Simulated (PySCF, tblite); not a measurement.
# C4H6O2Si: geometry, infrared bands and NMR shifts

Aim: predict the infrared bands and NMR shifts of C4H6O2Si (`O=C1CCC(=O)[SiH2]1`).

Programs: tblite 0.8.0 and PySCF 2.14.0, with density-fitted response routines of our own. Each step states its level of theory. These are calculated values for one molecule in the gas phase, unless marked as measured. Atoms count from 0, in the outputs and in this text.

### 1 Starting geometry

13 atoms, charge 0, multiplicity 1; geometry from: force field or distance geometry start.

Bonds of the start (Å): O0–C1 1.23, C1–C2 1.48, C2–C3 1.52, C3–C4 1.48, C4–O5 1.22, C4–Si6 1.88, Si6–C1 1.88, C2–H7 1.13, C2–H8 1.11, C3–H9 1.10, C3–H10 1.13, Si6–H11 1.44, Si6–H12 1.45.

### 2 Relaxing the molecule with GFN2-xTB

The job: settings as JSON, then the geometry in Å.

```
{"job": {"kind": "relax", "xc": "GFN2-xTB", "basis": "xTB"}, "charge": 0, "multiplicity": 1}
O      0.683300    -2.490200    -0.145500
C      0.382100    -1.305600    -0.231200
C     -0.923000    -0.661500    -0.492100
C     -1.035300     0.452900     0.529700
C      0.097400     1.350800     0.195900
O      0.120300     2.560000     0.056100
Si     1.539000     0.162800    -0.019700
H     -0.904600    -0.120000    -1.483900
H     -1.765700    -1.379600    -0.455500
H     -2.018600     0.956000     0.540900
H     -0.802900    -0.023100     1.524300
H      2.281100     0.436300    -1.224000
H      2.342500     0.061600     1.187300
```

Command:

```
> OMP_NUM_THREADS=1 python probes_run.py task.json out
```

This one command runs all jobs of the session in turn.

**Question.** This job is followed by: GFN2-xTB harmonic vibrations, gas phase; GIAO PBE0/pcSseg-1 NMR shielding, non-relativistic, gas phase. What will the session give for the following? strongest single infrared mode (GFN2-xTB); zero-point energy (GFN2-xTB); 13C shifts against TMS (PBE0/pcSseg-1, means over atoms taken as alike); 1H shifts against TMS (PBE0/pcSseg-1, means over atoms taken as alike); 17O shifts against H2O (PBE0/pcSseg-1, means over atoms taken as alike); 29Si shifts against TMS (PBE0/pcSseg-1); surface potential, 1st and 99th percentile.

As calculated:

| quantity | value |
| --- | --- |
| strongest single infrared mode (GFN2-xTB) | 1748 cm⁻¹, 506 km/mol |
| zero-point energy (GFN2-xTB) | 55.3 kcal/mol |
| 13C shifts against TMS (PBE0/pcSseg-1, means over atoms taken as alike) | 249.1, 51.8 ppm |
| 1H shifts against TMS (PBE0/pcSseg-1, means over atoms taken as alike) | 3.80, 2.84 ppm |
| 17O shifts against H2O (PBE0/pcSseg-1, means over atoms taken as alike) | 887.0 ppm |
| 29Si shifts against TMS (PBE0/pcSseg-1) | -116.0 ppm |
| surface potential, 1st and 99th percentile | -1.42 V and 1.67 V |

**Reading.** The optimisation took 38 steps and gained 0.439 eV; among the close pairs (by a distance rule), C4–Si6 changed most, from 1.880 to 1.931 Å. No mode is imaginary among the 33: a minimum at this level. The strongest single mode, at 1748 cm⁻¹, is carried by C1, C4, O0, O5. Unscaled tight-binding wavenumbers are off by several per cent, some by more. Its intensities can rank the bands wrongly. At PBE0/pcSseg-1: The largest span, 1846 ppm, is at O0, O5, where the paramagnetic term is -948 ppm. At PBE0/pcSseg-1, counted by nearest atom on the grid, the HOMO lies on O0, O5 about 26 % each; Si6 13 %, the LUMO on C1, C4 about 20 % each; O0, O5 about 14 % each.
